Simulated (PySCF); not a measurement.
# C₂H₇BN₂: a tour of settings

Which settings matter for C₂H₇BN₂ (`CC#[N+][BH2-]N`)?

Computed with PySCF 2.14.0, with density-fitted response routines of our own, on a single molecule, in the gas phase or a continuum. Atoms count from 0, in the outputs and in this text.

### 1 The starting structure

12 atoms, charge 0, multiplicity 1; geometry from: GFN2-xTB.

Bonds of the start (Å): C0–C1 1.43, C1–N2 1.15, N2–B3 1.56, B3–N4 1.48, C0–H5 1.09, C0–H6 1.09, C0–H7 1.09, B3–H8 1.19, B3–H9 1.19, N4–H10 1.01, N4–H11 1.01.

### 2 Shielding tensors: PBE0/pcSseg-1

What the job is given:

```
{"job": {"kind": "nmr", "xc": "PBE0", "basis": "pcSseg-1"}, "charge": 0, "multiplicity": 1}
C      2.303099     0.366520     0.165624
C      0.965217    -0.082818     0.417040
N     -0.114873    -0.433437     0.604989
B     -1.650870    -0.609484     0.430267
N     -2.002963     0.194325    -0.766495
H      2.281043     1.240094    -0.486846
H      2.785926     0.634427     1.105557
H      2.874089    -0.426793    -0.317066
H     -1.785859    -1.780034     0.273012
H     -2.102239    -0.178496     1.442075
H     -1.645520    -0.120436    -1.655322
H     -1.905850     1.195445    -0.694732
```

Level: GIAO PBE0/pcSseg-1 NMR shielding, non-relativistic, gas phase.

On the command line:

```console
$ OMP_NUM_THREADS=1 python probes_run.py task.json out
```

One launch serves the whole session: the jobs run in the order shown.

The log of the run:

```text
coarse grid: 9728 points
cycle   1  E = -214.3546043542  dE =  5.784e-01  |g| = 6.026e-01  |ddm| = 2.908e+00
cycle   2  E = -214.0109222151  dE =  3.437e-01  |g| = 1.328e+00  |ddm| = 1.915e+00
cycle   3  E = -214.4515485203  dE = -4.406e-01  |g| = 1.262e-01  |ddm| = 1.463e+00
cycle   4  E = -214.4551458169  dE = -3.597e-03  |g| = 5.886e-02  |ddm| = 1.412e-01
cycle   5  E = -214.4556433092  dE = -4.975e-04  |g| = 3.457e-02  |ddm| = 5.144e-02
cycle   6  E = -214.4559060044  dE = -2.627e-04  |g| = 5.084e-03  |ddm| = 2.468e-02
cycle   7  E = -214.4559114352  dE = -5.431e-06  |g| = 1.063e-03  |ddm| = 4.101e-03
final grid: 93216 points
cycle   8  E = -214.4792332741  dE = -2.859e-05  |g| = 7.677e-03  |ddm| = 2.494e-02
cycle   9  E = -214.4792288234  dE =  4.451e-06  |g| = 9.154e-03  |ddm| = 1.278e-02
cycle  10  E = -214.4792468797  dE = -1.806e-05  |g| = 1.226e-03  |ddm| = 6.876e-03
cycle  11  E = -214.4792472464  dE = -3.668e-07  |g| = 1.925e-04  |ddm| = 1.102e-03
cycle  12  E = -214.4792472482  dE = -1.709e-09  |g| = 1.823e-04  |ddm| = 2.083e-04
cycle  13  E = -214.4792472551  dE = -6.992e-09  |g| = 2.985e-05  |ddm| = 1.125e-04
cycle  14  E = -214.4792472553  dE = -1.943e-10  |g| = 6.320e-06  |ddm| = 2.504e-05
converged SCF energy = -214.4792472553

GIAO shielding tensors (ppm)
atom      isotropic    diamagn.    paramagn.     s11        s22        s33       span
  0 C      183.908     249.193     -65.286    175.084    177.152    199.487     24.403
  1 C       60.706     271.544    -210.838    -23.773    -13.655    219.545    243.319
  2 N       10.638     335.864    -325.226   -163.719   -148.503    344.135    507.854
  3 B      122.286     190.192     -67.906    102.830    130.129    133.901     31.071
  4 N      223.218     318.026     -94.808    201.286    224.473    243.894     42.608
  5 H       29.389      28.991       0.398     24.810     27.549     35.810     11.001
  6 H       29.335      26.671       2.664     24.564     27.037     36.404     11.840
  7 H       29.315      27.495       1.820     24.585     27.146     36.213     11.628
  8 H       29.315      30.234      -0.919     25.548     29.816     32.580      7.031
  9 H       29.316      30.195      -0.879     25.562     29.810     32.575      7.013
 10 H       31.457      33.372      -1.914     25.884     28.777     39.710     13.826
 11 H       31.385      33.318      -1.934     25.861     28.705     39.588     13.727
```

Run time: 36 s. Hardware: 1 thread, shared host.

Shifts follow as δ = σ(reference) − σ, with reference shieldings (ppm) from runs at the same level and on the same kind of geometry: ¹H TMS 31.72, ¹³C TMS 186.9, ¹⁵N NH3 267.7, ¹¹B BF3·OEt2 100.1. The references are single molecules in the gas phase, so shifts against H2O, NH3, PH3, H3PO4 or CFCl3 are not on the usual liquid scales and can be off by tens of ppm. Atoms listed in one row are averaged.

```tsv
atoms	environment	σ (ppm)	δ (ppm)	δ scaled to CDCl3
C1	nitrilium-type carbon	60.7	126.2	121.3
C0	methyl carbon α to a nitrile	183.9	3.0	1.0
H8, H9	hydrogen on a boron bonded to 2 N	29.32	2.40	–
H5, H6, H7	hydrogen on a methyl carbon α to a nitrile	29.35	2.37	2.34
H10, H11	hydrogen on a nitrogen bonded to B	31.42	0.30	–
N2	donor nitrogen of a Lewis adduct	10.6	257.1	–
N4	nitrogen bonded to B, 2 H	223.2	44.5	–
B3	boron bonded to 2 N, 2 H	122.3	-22.2	–
```

The scaled column applies a straight-line fit of computed shieldings to shifts measured in CDCl3 (root-mean-square error 0.16 ppm for H, 1.9 ppm for C).

Charges from the same density, by scheme (e):

```tsv
atoms	Mulliken	IAO	Hirshfeld	ESP fit
C0	-0.20	-0.46	-0.07	-0.58
C1	0.17	0.21	0.16	0.50
N2	-0.30	0.00	-0.01	-0.34
B3	0.17	-0.14	-0.01	0.48
N4	-0.53	-0.63	-0.31	-1.06
```

Mayer bond orders: C0–C1 1.06, C1–N2 2.66, N2–B3 0.58, B3–N4 1.01.

Orbitals, density, ELF and potential are computed afterwards from the orbital file.

Frontier orbitals at PBE0/pcSseg-1, with the share of their density that lies nearest to each atom:

```tsv
orbital	energy (eV)	lies on
HOMO	-5.87	N4 68 %; H10, H11 about 8 % each
LUMO	-0.45	C1 39 %; N2 31 %; H5 10 %
```

ELF in a plane through or near 5 of the atoms.

Values, 10 rows by 14 columns:
```
0.00 0.00 0.00 0.00 0.00 0.00 0.00 0.00 0.00 0.00 0.00 0.00 0.00 0.00
0.00 0.00 0.00 0.00 0.00 0.00 0.00 0.00 0.00 0.01 0.00 0.00 0.00 0.00
0.00 0.00 0.00 0.00 0.00 0.03 0.16 0.13 0.02 0.11 0.07 0.01 0.00 0.00
0.00 0.00 0.05 0.36 0.07 0.43 0.70 0.78 0.26 0.54 0.37 0.03 0.00 0.00
0.00 0.00 0.18 0.79 0.53 0.68 0.55 0.71 0.64 0.57 0.20 0.02 0.00 0.00
0.00 0.00 0.07 0.49 0.41 0.86 0.71 0.64 0.32 0.92 0.80 0.45 0.00 0.00
0.00 0.00 0.03 0.84 0.98 0.26 0.15 0.03 0.55 0.40 0.91 0.87 0.01 0.00
0.00 0.00 0.01 0.78 0.96 0.18 0.00 0.01 0.13 0.29 0.33 0.35 0.00 0.00
0.00 0.00 0.00 0.00 0.02 0.00 0.00 0.00 0.01 0.02 0.02 0.00 0.00 0.00
0.00 0.00 0.00 0.00 0.00 0.00 0.00 0.00 0.00 0.00 0.00 0.00 0.00 0.00
```
The map spans 11.0 Å across and 7.9 Å up, centred on the molecule. Atoms in the plane (x, y in Å): C0 (-2.3, 0.0), C1 (-1.0, 0.4), N2 (0.1, 0.7), B3 (1.7, 0.6), N4 (2.0, -0.8).

log10 of the density (e/Å³) in the same plane.

Ten even steps from ' ' (-4.0) to '@' (2.1):
```
                                                        
                                  ......                
                        ..........::::::....            
              ........::::::::::::------::::..          
          ......::::::--------------------::::..        
        ..::::--------==============++====--::..        
    ....::--==========++++******++++++++++==--::..      
    ..::--==++++++++******######********++==--::..      
    ..::--++**********%%####@@##**%%%%**++==--::..      
    ..::==++**########%%######**********++==--::..      
    ..::--++**##@@************++++**##****++==--..      
    ..::--==********++++++++====++**%%##**++==--..      
    ....--==++******++==========++**%%%%**++==--..      
      ..::--==++++++==--------==++********++==--..      
        ..----======--::..::::--==++++++====--::        
        ....::----::::..  ....::--======----::..        
          ....::::....      ....::------::::..          
                                ............            
                                                        
                                                        
```
The map spans 11.0 Å across and 7.9 Å up, centred on the molecule. Atoms in the plane (x, y in Å): C0 (-2.3, 0.0), C1 (-1.0, 0.4), N2 (0.1, 0.7), B3 (1.7, 0.6), N4 (2.0, -0.8).

On the surface of density 0.002 e/bohr³ the electrostatic potential runs, from the 1st to the 99th percentile, from -2.52 V near N4 to 1.93 V near H7.

### 3 Excited states and response: PBE0/def2-SVPD

The job, as its differences from that of step 2:

```diff
@@ -1,2 +1,2 @@
-{"job": {"kind": "nmr", "xc": "PBE0", "basis": "pcSseg-1"}, "charge": 0, "multiplicity": 1}
+{"job": {"kind": "uv", "xc": "PBE0", "basis": "def2-SVPD", "nstates": 6, "ntriplets": 2}, "charge": 0, "multiplicity": 1}
 C      2.303099     0.366520     0.165624
```

Method: TDDFT PBE0/def2-SVPD, vertical, gas phase, core orbitals frozen in the response.

The log of the run:

```text
coarse grid: 9728 points
cycle   1  E = -214.2382253664  dE =  5.368e-01  |g| = 5.916e-01  |ddm| = 5.438e+00
cycle   2  E = -213.8749299184  dE =  3.633e-01  |g| = 1.342e+00  |ddm| = 3.235e+00
cycle   3  E = -214.3359478064  dE = -4.610e-01  |g| = 1.134e-01  |ddm| = 2.579e+00
cycle   4  E = -214.3387825569  dE = -2.835e-03  |g| = 6.020e-02  |ddm| = 2.380e-01
cycle   5  E = -214.3393477245  dE = -5.652e-04  |g| = 3.267e-02  |ddm| = 1.195e-01
cycle   6  E = -214.3395939174  dE = -2.462e-04  |g| = 4.407e-03  |ddm| = 4.072e-02
cycle   7  E = -214.3395981794  dE = -4.262e-06  |g| = 9.883e-04  |ddm| = 1.029e-02
final grid: 93216 points
cycle   8  E = -214.3623686266  dE = -2.667e-05  |g| = 7.395e-03  |ddm| = 9.982e-02
cycle   9  E = -214.3623626798  dE =  5.947e-06  |g| = 9.192e-03  |ddm| = 3.054e-02
cycle  10  E = -214.3623817682  dE = -1.909e-05  |g| = 1.256e-03  |ddm| = 1.782e-02
cycle  11  E = -214.3623821699  dE = -4.017e-07  |g| = 1.721e-04  |ddm| = 2.403e-03
cycle  12  E = -214.3623821711  dE = -1.140e-09  |g| = 1.694e-04  |ddm| = 4.198e-04
cycle  13  E = -214.3623821773  dE = -6.188e-09  |g| = 2.629e-05  |ddm| = 1.972e-04
cycle  14  E = -214.3623821774  dE = -1.570e-10  |g| = 5.944e-06  |ddm| = 5.868e-05
converged SCF energy = -214.3623821774

Static polarisability (au): isotropic 61.915, principal 46.603 51.556 87.586

Singlet excitations
state   eV       nm        f      main configurations
  1   4.4584    278.1   0.05153   H->L 0.83, H->L+1 0.13
  2   4.4746    277.1   0.00857   H->L+1 0.86, H->L 0.13
  3   5.0332    246.3   0.03564   H->L+2 0.93
  4   5.5435    223.7   0.00045   H-1->L 0.98
  5   6.1205    202.6   0.00034   H->L+3 0.81
  6   6.2475    198.5   0.17066   H-1->L+1 0.79, H-2->L 0.13

Triplet excitations (Tamm-Dancoff, eV): 3.8775 4.3254
```

Wall time 43 s (1 thread, shared host).

The orbitals next to the gap, with their largest atomic shares:

```tsv
orbital	eV	atoms
HOMO−3	-11.19	N2 40 %, C1 24 %, C0 9 %
HOMO−2	-8.80	B3 33 %, N4 18 %, H9 14 %
HOMO−1	-7.53	B3 34 %, H8 19 %, H9 19 %
HOMO	-6.02	N4 67 %, B3 8 %, H11 7 %
LUMO	-0.54	N2 34 %, C1 32 %, C0 14 %
LUMO+1	-0.33	N2 33 %, C1 32 %, C0 15 %
LUMO+2	-0.14	C0 36 %, C1 22 %, H5 11 %
```

With each of the 6 states as a Gaussian band of 0.4 eV half-width at 1/e, the curve within the window shown has maxima at 274 nm (ε 2,700), 198 nm (ε 6,900) L/(mol cm). Beyond the last state computed it falls off for lack of states. The curve at chosen wavelengths:

```tsv
nm	ε (L/mol/cm)
189	3942
194	6211
199	6889
205	5263
210	3195
215	1611
220	801
226	613
231	824
236	1164
241	1499
247	1806
252	1998
257	2178
262	2368
268	2573
273	2656
278	2610
283	2422
289	2049
294	1674
299	1298
304	959
310	629
315	424
320	276
```

Leading natural transition orbitals of singlet state 6: the hole lies on H8, H9 about 32 % each; B3 15 %; C1 8 %; the particle on C1 38 %; N2 32 %; H7 11 %.

Leading natural transition orbitals of singlet state 1: the hole lies on N4 66 %; H10, H11 about 9 % each; the particle on C1 38 %; N2 31 %; H6 10 %.

Further results of this job:

```tsv
property	computed
dipole moment (D)	7.86
polarisability (Å³)	9.17
HOMO–LUMO gap (eV)	5.48
−ε(HOMO) (eV)	6.02
```

### 4 Shielding tensors: HF/ANO-RCC-VDZP

The job, as its differences from that of step 3:

```diff
@@ -1,2 +1,2 @@
-{"job": {"kind": "uv", "xc": "PBE0", "basis": "def2-SVPD", "nstates": 6, "ntriplets": 2}, "charge": 0, "multiplicity": 1}
+{"job": {"kind": "nmr", "xc": "HF", "basis": "ANO-RCC-VDZP", "pop": true, "scf": {"level_shift": 0.1}, "grid": 4}, "charge": 0, "multiplicity": 1}
 C      2.303099     0.366520     0.165624
```

Level: GIAO HF/ANO-RCC-VDZP NMR shielding, non-relativistic, gas phase.

The log of the run:

```text
final grid: 251032 points
cycle   1  E = -213.3100687575  dE =  9.832e-01  |g| = 6.309e-01  |ddm| = 4.508e+00
cycle   2  E = -213.4093361617  dE = -9.927e-02  |g| = 3.729e-01  |ddm| = 8.762e-01
cycle   3  E = -213.4391463682  dE = -2.981e-02  |g| = 7.368e-02  |ddm| = 3.173e-01
cycle   4  E = -213.4412660439  dE = -2.120e-03  |g| = 3.073e-02  |ddm| = 1.201e-01
cycle   5  E = -213.4415820295  dE = -3.160e-04  |g| = 7.191e-03  |ddm| = 4.606e-02
cycle   6  E = -213.4416110499  dE = -2.902e-05  |g| = 2.943e-03  |ddm| = 1.789e-02
cycle   7  E = -213.4416150828  dE = -4.033e-06  |g| = 7.484e-04  |ddm| = 6.804e-03
cycle   8  E = -213.4416154931  dE = -4.103e-07  |g| = 2.172e-04  |ddm| = 2.427e-03
cycle   9  E = -213.4416155496  dE = -5.655e-08  |g| = 1.036e-04  |ddm| = 8.253e-04
cycle  10  E = -213.4416155651  dE = -1.546e-08  |g| = 4.871e-05  |ddm| = 4.207e-04
cycle  11  E = -213.4416155691  dE = -3.969e-09  |g| = 1.807e-05  |ddm| = 2.313e-04
cycle  12  E = -213.4416155696  dE = -5.699e-10  |g| = 6.510e-06  |ddm| = 8.636e-05
level shift removed, Fock matrix diagonalised once more
converged SCF energy = -213.4416155696

GIAO shielding tensors (ppm)
atom      isotropic    diamagn.    paramagn.     s11        s22        s33       span
  0 C      197.244     244.109     -46.865    190.935    192.942    207.854     16.919
  1 C       68.115     261.672    -193.557    -24.023    -18.368    246.736    270.759
  2 N       21.145     319.159    -298.013   -156.127   -141.273    360.836    516.963
  3 B      132.132     189.028     -56.896    118.181    137.516    140.699     22.518
  4 N      240.753     306.693     -65.940    229.834    237.012    255.412     25.578
  5 H       29.753      30.500      -0.748     24.760     28.026     36.472     11.712
  6 H       29.839      29.054       0.785     24.696     27.516     37.304     12.609
  7 H       29.803      29.591       0.212     24.690     27.632     37.088     12.399
  8 H       30.234      30.984      -0.750     26.412     30.498     33.791      7.380
  9 H       30.234      30.954      -0.720     26.419     30.494     33.790      7.371
 10 H       32.346      32.748      -0.402     26.647     28.919     41.472     14.826
 11 H       32.313      32.696      -0.384     26.639     28.879     41.421     14.783
```

Wall time 27 s (1 thread, shared host).

In short: δ C1 127.9, C0 -1.2, N2 250.6, N4 31.0, H5 2.36, H8 1.93 ppm (means over like atoms).

### 5 Nuclear shieldings: PBE0/pcSseg-1 in water

The job, as its differences from that of step 4:

```diff
@@ -1,2 +1,2 @@
-{"job": {"kind": "nmr", "xc": "HF", "basis": "ANO-RCC-VDZP", "pop": true, "scf": {"level_shift": 0.1}, "grid": 4}, "charge": 0, "multiplicity": 1}
+{"job": {"kind": "nmr", "xc": "PBE0", "basis": "pcSseg-1", "solvent": "water", "pop": false}, "charge": 0, "multiplicity": 1}
 C      2.303099     0.366520     0.165624
```

Method: GIAO PBE0/pcSseg-1 NMR shielding, non-relativistic, IEF-PCM water.

The log of the run:

```text
coarse grid: 9728 points
cycle   1  E = -214.3986643628  dE =  5.347e-01  |g| = 5.549e-01  |ddm| = 2.908e+00
cycle   2  E = -214.2681615933  dE =  1.305e-01  |g| = 9.616e-01  |ddm| = 1.216e+00
cycle   3  E = -214.4732886598  dE = -2.051e-01  |g| = 1.518e-01  |ddm| = 7.483e-01
cycle   4  E = -214.4774824629  dE = -4.194e-03  |g| = 6.051e-02  |ddm| = 1.084e-01
cycle   5  E = -214.4781980516  dE = -7.156e-04  |g| = 1.317e-02  |ddm| = 4.094e-02
cycle   6  E = -214.4782405641  dE = -4.251e-05  |g| = 2.343e-03  |ddm| = 1.157e-02
cycle   7  E = -214.4782417455  dE = -1.181e-06  |g| = 5.858e-04  |ddm| = 1.988e-03
final grid: 93216 points
cycle   8  E = -214.5015578046  dE = -2.809e-05  |g| = 7.604e-03  |ddm| = 2.437e-02
cycle   9  E = -214.5015527549  dE =  5.050e-06  |g| = 9.262e-03  |ddm| = 1.233e-02
cycle  10  E = -214.5015707850  dE = -1.803e-05  |g| = 1.230e-03  |ddm| = 6.636e-03
cycle  11  E = -214.5015711102  dE = -3.251e-07  |g| = 3.843e-04  |ddm| = 9.063e-04
cycle  12  E = -214.5015711382  dE = -2.805e-08  |g| = 1.363e-04  |ddm| = 2.701e-04
cycle  13  E = -214.5015711420  dE = -3.749e-09  |g| = 2.231e-05  |ddm| = 8.256e-05
cycle  14  E = -214.5015711421  dE = -1.197e-10  |g| = 5.095e-06  |ddm| = 2.108e-05
converged SCF energy = -214.5015711421

GIAO shielding tensors (ppm)
atom      isotropic    diamagn.    paramagn.     s11        s22        s33       span
  0 C      184.475     249.493     -65.018    174.295    176.252    202.878     28.583
  1 C       54.458     271.612    -217.154    -39.673    -30.782    233.828    273.501
  2 N       33.841     336.463    -302.622   -132.198   -110.099    343.819    476.016
  3 B      122.899     188.973     -66.074    104.292    131.124    133.282     28.989
  4 N      235.067     318.837     -83.770    225.181    228.840    251.179     25.998
  5 H       28.927      28.439       0.488     24.166     26.955     35.660     11.493
  6 H       28.961      25.935       3.026     24.131     26.444     36.309     12.178
  7 H       28.935      26.820       2.115     24.143     26.552     36.111     11.968
  8 H       29.719      31.055      -1.336     25.872     30.363     32.923      7.051
  9 H       29.720      31.022      -1.301     25.880     30.362     32.920      7.040
 10 H       31.263      33.287      -2.024     25.373     28.079     40.337     14.964
 11 H       31.222      33.233      -2.011     25.350     28.041     40.276     14.926
```

Run time: 21 s. Hardware: 1 thread, shared host.

In short: δ C1 133.4, C0 3.4, N2 236.8, N4 35.6, H5 2.75, H8 1.97 ppm (means over like atoms).

### 6 TDDFT and polarisability: B97-2/6-311+G(2d,p)

The job, as its differences from that of step 5:

```diff
@@ -1,2 +1,2 @@
-{"job": {"kind": "nmr", "xc": "PBE0", "basis": "pcSseg-1", "solvent": "water", "pop": false}, "charge": 0, "multiplicity": 1}
+{"job": {"kind": "uv", "xc": "B97-2", "basis": "6-311+G(2d,p)", "nstates": 1, "ntriplets": 2, "tda": false}, "charge": 0, "multiplicity": 1}
 C      2.303099     0.366520     0.165624
```

Method: TDDFT B97-2/6-311+G(2d,p), vertical, gas phase, core orbitals frozen in the response.

The log of the run:

```text
coarse grid: 9728 points
cycle   1  E = -214.6643519468  dE =  5.551e-01  |g| = 6.247e-01  |ddm| = 3.282e+00
cycle   2  E = -214.1793333947  dE =  4.850e-01  |g| = 1.508e+00  |ddm| = 7.140e+00
cycle   3  E = -214.7681747850  dE = -5.888e-01  |g| = 1.335e-01  |ddm| = 6.802e+00
cycle   4  E = -214.7726077669  dE = -4.433e-03  |g| = 5.590e-02  |ddm| = 2.059e-01
cycle   5  E = -214.7731775868  dE = -5.698e-04  |g| = 2.796e-02  |ddm| = 6.707e-02
cycle   6  E = -214.7733422231  dE = -1.646e-04  |g| = 8.020e-03  |ddm| = 2.618e-02
cycle   7  E = -214.7733554426  dE = -1.322e-05  |g| = 1.258e-03  |ddm| = 7.674e-03
cycle   8  E = -214.7733558427  dE = -4.001e-07  |g| = 3.237e-04  |ddm| = 3.353e-03
final grid: 93216 points
cycle   9  E = -214.7577328132  dE = -6.911e-05  |g| = 3.697e-03  |ddm| = 9.068e-02
cycle  10  E = -214.7577318546  dE =  9.586e-07  |g| = 4.156e-03  |ddm| = 8.162e-03
cycle  11  E = -214.7577351420  dE = -3.287e-06  |g| = 1.513e-03  |ddm| = 3.543e-03
cycle  12  E = -214.7577355756  dE = -4.335e-07  |g| = 4.932e-04  |ddm| = 1.134e-03
cycle  13  E = -214.7577356274  dE = -5.182e-08  |g| = 1.816e-04  |ddm| = 6.862e-04
cycle  14  E = -214.7577356344  dE = -7.025e-09  |g| = 2.507e-05  |ddm| = 2.054e-04
cycle  15  E = -214.7577356346  dE = -1.654e-10  |g| = 7.690e-06  |ddm| = 4.190e-05
converged SCF energy = -214.7577356346

Static polarisability (au): isotropic 61.214, principal 44.978 50.767 87.897

Singlet excitations
state   eV       nm        f      main configurations
  1   4.3563    284.6   0.03002   H->L+2 0.47, H->L 0.45

Triplet excitations (Tamm-Dancoff, eV): 3.8158 4.2400
```

Wall time 35 s (1 thread, shared host).

In short: HOMO -5.75 eV, LUMO -0.58 eV; lowest singlet 4.36 eV.

### 7 Comparing the runs: NMR shifts

Shifts (ppm), means over like atoms, with basis size and wall time:

```tsv
run	C1	C0	H8	H5	H10	N2	N4	functions	time
PBE0/pcSseg-1	126.2	3.0	2.40	2.37	0.30	257.1	44.5	120	36 s
HF/ANO-RCC-VDZP	127.9	-1.2	1.93	2.36	-0.17	250.6	31.0	105	27 s
PBE0/pcSseg-1 in water	133.4	3.4	1.97	2.75	0.45	236.8	35.6	120	21 s
```

### 8 Run by run: electronic excitations

Excitations and ground-state properties, with basis size and wall time:

```tsv
run	lowest singlet (eV)	brightest (eV)	f	gap (eV)	α (Å³)	μ (D)	functions	time
PBE0/def2-SVPD	4.46	6.25	0.171	5.48	9.17	7.86	156	43 s
B97-2/6-311+G(2d,p)	4.36	4.36	0.030	5.17	9.07	7.85	177	35 s
```

### 9 Results

| quantity | value |
| --- | --- |
| ¹³C shifts against TMS (PBE0/pcSseg-1) | 126.2, 3.0 ppm |
| ¹H shifts against TMS (PBE0/pcSseg-1, means over atoms taken as alike) | 2.40, 2.37, 0.30 ppm |
| ¹⁵N shifts against NH3 (PBE0/pcSseg-1) | 257.1, 44.5 ppm |
| ¹¹B shifts against BF3·OEt2 (PBE0/pcSseg-1) | -22.2 ppm |
| surface potential, 1st and 99th percentile | -2.52 V and 1.93 V |
| lowest singlet (PBE0/def2-SVPD) | 4.46 eV (278 nm), f = 0.052 |
| brightest single state of those computed | state 6, 6.25 eV, f = 0.171 |
| lowest triplet | 3.88 eV |
| range of the shift of N2 | 236.8 to 257.1 ppm |
| range of the lowest singlet | 4.36 to 4.46 eV |

**Reading.** Single values in the summary come from the first run of each kind that ended normally (PBE0/pcSseg-1; PBE0/def2-SVPD), which need not be the best level. At PBE0/pcSseg-1: The widest tensor belongs to N2: span 508 ppm, with a paramagnetic part of -325 ppm. At PBE0/pcSseg-1, counted by nearest atom on the grid, the HOMO lies on N4 68 %; H10, H11 about 8 % each, the LUMO on C1 39 %; N2 31 %. The lowest singlet, at 4.46 eV, is HOMO→LUMO 0.83, HOMO→LUMO+1 0.13 and is bright; of the 6 states computed, the strongest absorption comes from state 6 at 6.25 eV (the last computed, so partners may be missing). The lowest triplet lies 0.58 eV below the lowest singlet (triplets in Tamm-Dancoff, singlets in full TDDFT). States above −ε(HOMO) lie where TDDFT describes them poorly and they hang on the basis; the brightest is among them. Among the atoms with a shift in every run: In ppm, N2 moves most: its shift spreads over 20.3 ppm, from 236.8 (PBE0/pcSseg-1 in water) to 257.1 (PBE0/pcSseg-1). The lowest singlet runs from 4.36 eV (B97-2/6-311+G(2d,p)) to 4.46 eV (PBE0/def2-SVPD), while the orbital gap spans 5.17 to 5.48 eV. The lowest state need not be the same one in every run. The runs solved for a few states only, so the brightest column depends on that window.
